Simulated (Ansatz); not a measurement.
# CuF3 (ReO3 type): equation of state and elastic constants

One table from this session's results is given with a row withheld; the runs are named, their logs left out.

Program: Ansatz 0.2.0. Level of theory: DFT PBE, scalar-relativistic, plane waves, PAW. These are calculated values, not measurements.

6 further runs of the same task are left out: 4 that didn't finish, 2 set aside as unsound or not needed. Runs told in other sessions of the task aren't counted.

### The starting structure

It takes space group Pm-3m (No. 221, cubic). The conventional cell has a = 3.790 Å, b = 3.790 Å, c = 3.790 Å, α = 90.00°, β = 90.00°, γ = 90.00°. Cu (site symmetry m-3m) has 6 F at 1.89 Å in its first shell of neighbours. F (site symmetry 4/mmm) has 2 Cu at 1.89 Å in its first shell of neighbours.

Coordinates:

```
CELL_PARAMETERS angstrom
3.78977 0.00000 3.78977
0.00000 3.78977 3.78977
0.00000 0.00000 7.57955
ATOMIC_POSITIONS crystal
Cu 0.00000 0.00000 0.00000
F 0.50000 0.00000 0.75000
F 0.00000 0.00000 0.25000
F 0.00000 0.50000 0.75000
Cu 0.00000 0.00000 0.50000
F 0.50000 0.00000 0.25000
F 0.00000 0.00000 0.75000
F 0.00000 0.50000 0.25000
```

An earlier run at PBE left this cell at 13.608 Å³/atom and 0.00 GPa (10×10×5 mesh). The large moments point both ways and cancel.

Volume factors to run: 0.980, 1.020, 0.960, 1.040, 1.070, 1.100, 0.945.

The first run:

input.yaml

```yaml
crystal:
  lattice:
    - [3.7643372164, 0.0, 3.7643372164]
    - [0.0, 3.7643372164, 3.7643372164]
    - [0.0, 0.0, 7.5286744328]
  atoms:
    - { symbol: Cu, position: [0.0, 0.0, 0.0], spin: 0.78 }
    - { symbol: F, position: [0.5, 0.0, 0.75] }
    - { symbol: F, position: [0.0, 0.0, 0.25] }
    - { symbol: F, position: [0.0, 0.5, 0.75] }
    - { symbol: Cu, position: [0.0, 0.0, 0.5], spin: -0.78 }
    - { symbol: F, position: [0.5, 0.0, 0.25] }
    - { symbol: F, position: [0.0, 0.0, 0.75] }
    - { symbol: F, position: [0.0, 0.5, 0.25] }
basis:
  ecutwfc: 420
  ecutrho_ratio: 4
kpoints:
  mp_grid: { grid: [10, 10, 5] }
hamiltonian:
  xc: pbe
scf:
  occupations: { method: gaussian, width: 0.05 }
output:
  forces: true
  stress: true
  eigenvalues: true
  populations: true
magnetization:
  spin_polarized: true
relax:
  f_tol: 0.01
  max_steps: 40
```

On the command line:

```sh
> ansatz run input.yaml --threads 2 --pin off --max-ram 2662MiB --backend cpu --events-out ev --progress --plain --runs-dir out
```

Steps of the session up to this table: Scaling the volume by 0.980; At 1.020 of the relaxed volume; Scaling the volume by 0.960; Volume × 1.040; At 1.070 of the relaxed volume; Scaling the volume by 1.100; At 0.945 of the relaxed volume.

One of the session's tables, all rows but one given; the rest of the session is left out.

It belongs to the step «Energy and pressure against volume». 

```
volume (Å³/atom)  energy (meV/atom)  pressure (GPa)  gap (eV)  moment of atom 1 (μB)
          12.859              13.58            6.15      0.38                   0.69
          13.063               6.95            4.27      0.37                   0.70
          13.335               1.69            2.01      0.36                   0.70
          13.608               0.00            0.00      0.34                   0.70
          13.880               1.56           -1.78      0.32                   0.71
          14.152                  ?               ?         ?                      ?
          14.560              17.19           -5.40      0.26                   0.71
          14.968              33.20           -7.10      0.22                   0.72
```

Q: Estimate the row for volume (Å³/atom) = 14.152 from the others.

Worked estimate for «energy (meV/atom)». A straight line through the neighbours (13.880, 1.56) and (14.560, 17.19) gives 1.56 + (17.19 − 1.56) × (14.152 − 13.880) / (14.560 − 13.880) = 7.81; a parabola fitted to 4 rows on both sides gives 6.10.

**Answer.** energy (meV/atom): 5.94; pressure (GPa): -3.36; gap (eV): 0.30; moment of atom 1 (μB): 0.71. In «energy (meV/atom)» the line misses by +1.87 and the parabola by +0.16.

Caveats from the session: Warnings in the runs' records: stress scf threshold loose, stability check not made, k point list ram cut.
